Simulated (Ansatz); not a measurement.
# CdSe3S: the cost of one run

Computed with Ansatz 0.2.0 (DFT PBE, scalar-relativistic, plane waves, PAW, unless a step's input says otherwise).

## 1. The structure to begin with

It takes space group P4mm (No. 99, tetragonal). The conventional cell has a = 5.018 Å, b = 5.018 Å, c = 5.009 Å, α = 90.00°, β = 90.00°, γ = 90.00°. Cd (site symmetry 4mm) has 6 Se at 2.50 to 2.51 Å as nearest neighbours. Se (site symmetry 2mm) is surrounded by 2 Cd at 2.51 Å. Se (site symmetry 4mm) has 2 Cd at 2.50 Å as nearest neighbours. S (site symmetry 4mm) is surrounded by 12 Se at 3.50 to 3.59 Å.

Structure file:

```
CELL_PARAMETERS angstrom
5.01806 0.00000 0.00000
0.00000 5.01806 0.00000
0.00000 0.00000 5.00853
ATOMIC_POSITIONS crystal
Cd 0.00000 0.00000 0.48549
Se 0.00000 0.50000 0.48522
Se 0.00000 0.00000 0.98540
Se 0.50000 0.00000 0.48522
S 0.50000 0.50000 0.99719
```

Recipe of the guess: species swapped into a database cell of RbSeBr3 (P4mm, No. 99), with S on the Rb sites, Cd on the Se sites and Se on the Br sites. Lengths come from tabulated atomic sizes and are only a guess.

## 2. The guess as it stands, on a coarse mesh

Input file input.yaml:

```yaml
crystal:
  lattice:
    - [5.01806014, 0.0, 0.0]
    - [0.0, 5.01806014, 0.0]
    - [0.0, 0.0, 5.00853164]
  atoms:
    - { symbol: Cd, position: [0.0, 0.0, 0.48549229] }
    - { symbol: Se, position: [0.0, 0.5, 0.4852201] }
    - { symbol: Se, position: [0.0, 0.0, 0.98540109] }
    - { symbol: Se, position: [0.5, 0.0, 0.4852201] }
    - { symbol: S, position: [0.5, 0.5, 0.99718541] }
basis:
  ecutwfc: 420
kpoints:
  mp_grid: { grid: [4, 4, 4] }
hamiltonian:
  xc: pbe
scf:
  occupations: { method: gaussian, width: 0.1 }
  lower_state_search: "off"
output:
  forces: true
  stress: true
  eigenvalues: true
```

Command:

```console
> ansatz run input.yaml --threads 1 --pin off --max-ram 2560MiB --backend cpu --events-out ev --progress --plain --runs-dir out
```

**Question.** How long does this run take on 1 thread of Intel Xeon Platinum 8259CL at 2.50GHz (Skylake/Cascade Lake), shared host, and how much memory does it need?

About 7.3 s, with a peak of 0.41 GiB.
